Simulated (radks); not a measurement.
**The Coulomb parameter U of the 5d shell of W⁺**

Aim: U as the second difference [E(n + 0.5) + E(n − 0.5) − 2E(n)]/0.5², with all orbitals relaxed. Bare: the atom's charge changes with n. Screened: the 6p shell takes up the change. The start is a model configuration, not necessarily the ground state.

The numbers are computed with radks (a radial shooting solver on a logarithmic mesh, Libxc functionals) version 1 (scalar-relativistic Kohn-Sham, PBE, spin-unpolarised, spherical densities, finite nucleus), except any that are marked as measured or tabulated.

## (1) What is computed

| Item | Value |
| --- | --- |
| element | tungsten (Z = 74) |
| charge | +1 |
| electrons | 73 |
| configuration | [Xe] 4f14 5d2 6s1 6p2 |
| nuclear rms radius | 5.3658 fm |

Outer shells as boxes (Hund's rule):

W⁺
```
[Xe] core
4f [↑↓][↑↓][↑↓][↑↓][↑↓][↑↓][↑↓]
5d [↑ ][↑ ][  ][  ][  ]
6s [↑ ]
6p [↑ ][↑ ][  ]
```

## (2) Start: [Xe] 4f14 5d2 6s1 6p2

Settings of this run:

```text
Z 74
configuration [Xe] 4f14 5d2 6s1 6p2
relativity scalar-relativistic
functional pbe,pbe
spin unpolarised
nucleus finite rms 5.3658 fm
c 137.035999084
```

## (3) Bare +0.5: [Xe] 4f14 5d2.5 6s1 6p2

Settings of this run:

```text
Z 74
configuration [Xe] 4f14 5d2.5 6s1 6p2
relativity scalar-relativistic
functional pbe,pbe
spin unpolarised
nucleus finite rms 5.3658 fm
c 137.035999084
```

## (4) Bare -0.5: [Xe] 4f14 5d1.5 6s1 6p2

Settings of this run:

```text
Z 74
configuration [Xe] 4f14 5d1.5 6s1 6p2
relativity scalar-relativistic
functional pbe,pbe
spin unpolarised
nucleus finite rms 5.3658 fm
c 137.035999084
```

## (5) Screened +0.5: [Xe] 4f14 5d2.5 6s1 6p1.5

Settings of this run:

```text
Z 74
configuration [Xe] 4f14 5d2.5 6s1 6p1.5
relativity scalar-relativistic
functional pbe,pbe
spin unpolarised
nucleus finite rms 5.3658 fm
c 137.035999084
```

## (6) Screened -0.5: [Xe] 4f14 5d1.5 6s1 6p2.5

Settings of this run:

```text
Z 74
configuration [Xe] 4f14 5d1.5 6s1 6p2.5
relativity scalar-relativistic
functional pbe,pbe
spin unpolarised
nucleus finite rms 5.3658 fm
c 137.035999084
```

Q: Predict the outcome of this session.

As calculated:

| quantity | value (eV) |
| --- | --- |
| U, bare | 10.121 |
| U, screened by 6p | 1.943 |
| F0(5d,5d), frozen orbitals | 13.833 |

What this shows: Relaxing the orbitals brings U down to 73 % of the Slater integral F0. Letting 6p compensate leaves 19 % of the bare value; this second difference measures U(5d,5d) + U(6p,6p) − 2U(5d,6p). A solid screens further than the bare atom, so the bare value is an upper guide for the U of a crystal.
